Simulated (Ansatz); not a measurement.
Predict the output of the script below (Ansatz 0.2.0 through its Python package).

Script `run_tae.py`:
```python
"""Atomisation energy of AlClF2 at the given geometry."""

from collections import Counter

import ansatz as az

BASIS_SET = "cc-pVDZ"
FUNCTIONAL = "pbe"


def single_point(molecule, charge=0, unpaired=0):
    calc = molecule.calculation().basis(gaussian=BASIS_SET).functional(FUNCTIONAL)
    if charge:
        calc = calc.charge(charge)
    if unpaired:
        calc = calc.spin("collinear", total=unpaired)
    report = calc.run(threads=1, backend="cpu").report
    if report["published_state_doubts"]:
        print("  doubts:", report["published_state_doubts"])
    return report["free_energy_ev"]

geometry_ang = [
    ("F", [1.1139, 0.7983, 1.2596]),
    ("Al", [0.0582, -0.059, 0.0521]),
    ("F", [0.2923, -1.8185, -0.2115]),
    ("Cl", [-1.4089, 1.0189, -1.1205]),
]
geometry = az.Crystal.molecule()
for symbol, xyz in geometry_ang:
    geometry = geometry.atom(symbol, xyz)

# unpaired electrons of the ground-state atoms
unpaired = {"F": 1, "Al": 1, "Cl": 1}
counts = Counter(site.symbol for site in geometry.cartesian_sites)
atom_energy = {s: single_point(az.Crystal.molecule().atom(s, (0, 0, 0)), 0, unpaired[s]) for s in counts}
whole = single_point(geometry, 0, 0)
for s, e in atom_energy.items():
    print(f"{s:2s} x{counts[s]}  {e:14.5f} eV")
print(f"AlClF2: {whole:.5f} eV")
split = sum(counts[s] * e for s, e in atom_energy.items()) - whole
print(f"atomisation energy (no zero-point term): {96.485332 * split:.1f} kJ/mol, {split / sum(counts.values()):.3f} eV an atom")
```

Output of `python run_tae.py`:
```text
F  x2     -2710.92839 eV
Al x1     -6591.21556 eV
Cl x1    -12515.85461 eV
AlClF2: -24544.62921 eV
atomisation energy (no zero-point term): 1515.0 kJ/mol, 3.926 eV an atom
```

1515.0 kJ/mol from the electronic energies, without the zero-point term.

Caveats:
- Total energies depend on the basis set; only differences at equal settings carry meaning.
- The geometry is a force-field or estimated start, not a minimum of this method, and the basis set is short of its limit. All parts are taken at fixed geometry, without zero-point energy.
- For Al to Cl the sets with a tight d function, cc-pV(X+d)Z, are usual.
- This functional overbinds, so such energies come out a few per cent too high (LDA far more).
- Run time: 2 s on 1 thread of Arm Neoverse V2, with other jobs on the host, peak memory 0.16 GiB.

(Lines on the test bed's own set-up are left out of the output.)
